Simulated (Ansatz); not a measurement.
**C₃H₄Se: how energies converge with the basis set**

Aim: see how fast density functionals converge with the basis set for C₃H₄Se.

Computed with Ansatz 0.2.0, Gaussian basis. Level: one geometry, several basis sets.

Plan: PBE0-D4/def2-SVP; ωB97M-V/def2-SVP; PBE0-D4/def2-QZVPP; ωB97M-V/def2-QZVPP; the functionals' def2-TZVPP values are taken from earlier runs.

## (1) The geometry

An earlier PBE0-D4 in a triple-zeta def2 set relaxation fixed the geometry.

SMILES `C#CC[SeH]`, 8 atoms, charge 0, spin multiplicity 1.

Atoms are counted from 1 here; the program's logs count them from 0.

Bond lengths: C1–C2 1.200 Å, C1–H5 1.064 Å, C2–C3 1.441 Å, C3–Se4 1.974 Å, C3–H6 1.090 Å, C3–H7 1.090 Å, Se4–H8 1.470 Å. Angles: C2–C1–H5 179.6°, C1–C2–C3 179.0°, C2–C3–Se4 109.1°, C2–C3–H6 110.8°, C2–C3–H7 110.8°, Se4–C3–H6 108.3°, Se4–C3–H7 108.3°, H6–C3–H7 109.5°, C3–Se4–H8 94.1°.

## (2) PBE0-D4 in def2-SVP

in.yaml

```yaml
crystal:
  periodic: [false, false, false]
  atoms:
    - {symbol: C, position_ang: [-0.695333, 1.661427, -1.110996]}
    - {symbol: C, position_ang: [-0.202914, 0.837825, -0.390541]}
    - {symbol: C, position_ang: [0.376562, -0.169146, 0.462577]}
    - {symbol: Se, position_ang: [-0.282648, -1.944177, -0.095027]}
    - {symbol: H, position_ang: [-1.128264, 2.397836, -1.745681]}
    - {symbol: H, position_ang: [0.089510, -0.008365, 1.501739]}
    - {symbol: H, position_ang: [1.463563, -0.166623, 0.381729]}
    - {symbol: H, position_ang: [0.471626, -2.665779, 0.940398]}
basis:
  gaussian: {orbitals: def2-SVP}
hamiltonian: {xc: pbe0, dispersion: d4}
output: {orbitals: {seedname: orbitals}}
```

The run is started by

```sh
$ ansatz run in.yaml --threads 2 --pin off --events-out ev --progress --plain --max-ram 4352MiB
```

After this run come: ωB97M-V in def2-SVP; PBE0-D4 in def2-QZVPP; ωB97M-V in def2-QZVPP.

**Question.** What will the summary of the whole plan be? Wanted: PBE0-D4: double and triple zeta above quadruple; ωB97M-V: double and triple zeta above quadruple.

**Answer**, as computed:

| quantity | value |
| --- | --- |
| PBE0-D4: double and triple zeta above quadruple | 13.10, 1.55 eV |
| ωB97M-V: double and triple zeta above quadruple | 13.19, 1.50 eV |

PBE0-D4 gains 11.54 eV from double to triple zeta, then 1.55 eV more. These are total energies; as a rule much of such shifts cancels in differences, which this series doesn't test. The LUMO of ωB97M-V is positive and keeps falling with the basis (2.09 to 1.27 eV): an unbound level that the basis holds in place.
